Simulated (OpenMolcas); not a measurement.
# Ir²⁺ among point charges: CASSCF and CASPT2 levels and susceptibility

Aim: the splitting of the states of Ir²⁺ in the field of 6 point charges, its lowest levels with spin-orbit coupling and its magnetic susceptibility.

Program: OpenMolcas 26.06. Level of theory: state-averaged CASSCF and CASPT2, spin-orbit coupling by RASSI with atomic mean-field integrals. These are calculated values, not measurements, unless marked.

## Step 1: The atom as given

- Species: Ir²⁺ (iridium, Z = 77, 75 electrons)
- Basis: ANO-RCC-VDZP [7s6p4d2f], 59 functions
- Scalar Hamiltonian: DKH2, point nucleus
- Inactive shells: 1s 2s 2p 3s 3p 3d 4s 4p 4d 4f 5s 5p
- Active space: 7 electrons in 5 orbitals (5d)
- Some configurations of this space: 5d⁷
- Orbitals: optimised for each spin and parity, averaged over all roots

Outer shells as boxes (Hund's rule):

5d7
```
5d [↑↓][↑↓][↑ ][↑ ][↑ ]
```

The ion sits among 6 point charges of -1.7 e arranged as an octahedron (Oh), 2.38 Å from the ion.

Each step is its own input file, run in one work folder so that later steps find the files of earlier ones. Labels, J, g values, rates, χT and fits are worked out afterwards by a script from the matrices that RASSI stores. The input lists half of the charges; inversion (Group=XYZ) makes the rest.

## Step 2: GATEWAY and SEWARD: basis and integrals

The input, a.inp:

```
&GATEWAY
Coord
1

Ir 0.0 0.0 0.0
Basis=ANO-RCC-VDZP
Group=XYZ
NoMove
AngMom=0.0 0.0 0.0
AMFI
XField
3 Angstrom 0
2.380000 0.000000 0.000000 -1.700000
0.000000 2.380000 0.000000 -1.700000
0.000000 0.000000 2.380000 -1.700000
&SEWARD
```

Launch:

```bash
$ OMP_NUM_THREADS=1 MOLCAS_MEM=1689 MOLCAS_PROJECT=a pymolcas a.inp > a.log
```

## Step 3: Reference wave functions, quartets of even parity, 10 roots

The input, a.inp:

```
&RASSCF
FileOrb=start.orb
Symmetry=1
Spin=4
nActEl=7 0 0
Inactive=15 19
Ras2=5 0
CIRoot=10 10 1
SDav=10
CIMx=300
Iter=120 100
PrWF=0.3
OrbListing=Nothing
MaxOrb=0
>>> COPY $Project.JobIph JOB001
```

start.orb holds the contracted functions of the basis, ordered by shell, or the orbitals of the step before.

## Step 4: Reference wave functions, doublets of even parity, 40 roots

The input, a.inp:

```
&RASSCF
FileOrb=start.orb
Symmetry=1
Spin=2
nActEl=7 0 0
Inactive=15 19
Ras2=5 0
CIRoot=40 40 1
SDav=40
CIMx=300
Iter=120 100
PrWF=0.3
OrbListing=Nothing
MaxOrb=0
>>> COPY $Project.JobIph JOB002
```

## Step 5: RASSI: spin-orbit coupling between the states

The input, a.inp:

```
&RASSI
NrOfJobIphs=2 10 40
1 2 3 4 5 6 7 8 9 10
1 2 3 4 5 6 7 8 9 10 11 12 13 14 15 16 17 18 19 20 21 22 23 24 25 26 27
28 29 30 31 32 33 34 35 36 37 38 39 40
IphNames
JOB001
JOB002
EJob
SpinOrbit
DIPRint=1.0
SOCoupling=1000.0
Subsets=2
Property=9
'ANGMOM' 1 'ANGMOM' 2 'ANGMOM' 3 'MLTPL  1' 1 'MLTPL  1' 2 'MLTPL  1' 3
'AMFI' 1 'AMFI' 2 'AMFI' 3
SOProperty=3
'ANGMOM' 1 'ANGMOM' 2 'ANGMOM' 3
```

## Step 6: CASPT2: IPEA 0.25, imaginary shift 0.1 (closed shells correlated: 5s 5p)

The input, a.inp:

```
>>> COPY JOB001 $Project.JobIph
&CASPT2
Multistate=10 1 2 3 4 5 6 7 8 9 10
NoMult
Frozen=14 16
IPEA=0.25
Imaginary=0.1
MaxIter=60
WThr=0.0 0.3 0.05
PrWF=0.5
NoMix
>>> COPY JOB002 $Project.JobIph
&CASPT2
Multistate=40 1 2 3 4 5 6 7 8 9 10 11 12 13 14 15 16 17 18 19 20 21 22
23 24 25 26 27 28 29 30 31 32 33 34 35 36 37 38 39 40
NoMult
Frozen=14 16
IPEA=0.25
Imaginary=0.1
MaxIter=60
WThr=0.0 0.3 0.05
PrWF=0.5
NoMix
```

(Steps that only read results are left out.)

Before running it: what results should come out? Wanted: spin-free ground state; first state of the same spin within the active space; lowest level; next level.

As calculated:

| quantity | value |
| --- | --- |
| method | SS-CASPT2, IPEA 0.25, imaginary shift 0.1 (closed shells correlated: 5s 5p) |
| spin-free ground state | 4T1, 3-fold in its orbital part |
| first state of the same spin within the active space | 4T2 at 5870 cm⁻¹ |
| lowest level | 2-fold Γ6, g = 4.89, 4.89, 4.89 |
| next level | 881.7 cm⁻¹ |
| χT at 300 K | 3.48 cm³ K/mol |
| effective moment at 300 K | 5.27 μB |

Cost by method:

| method | time of its own steps | time with the reference |
| --- | --- | --- |
| A. CASSCF | 8.9 s | 8.9 s |
| B. SS-CASPT2, IPEA 0.25, imaginary shift 0.1, +5s 5p | 3.3 s | 12 s |

Times are of one thread on a shared host.

In words: The spin-free ground state (4T1) comes to 98 % from free-ion F terms and keeps the highest spin of the shell. χT at 300 K is 3.48, against 1.88 cm³ K/mol for the spin alone, so orbital moment adds to it. An active space of the d shell alone favours high spin; real ions in strong fields can be low spin. A ligand-field fit to the states below 45000 cm-1 gives 10Dq = 6537 cm-1, B = 683 cm-1 and C = 3129 cm-1 (C/B = 4.58), with a deviation of 375 cm-1. CASPT2 does not keep the components of a term degenerate, and the means are used. The field of point charges can differ much from that of real complexes. With metal d orbitals alone active, the gaps between spin states are rough; where two lie within a few thousand cm-1, their order is open. Point charges carry no covalency, so the field is a model and not that of real ligands.
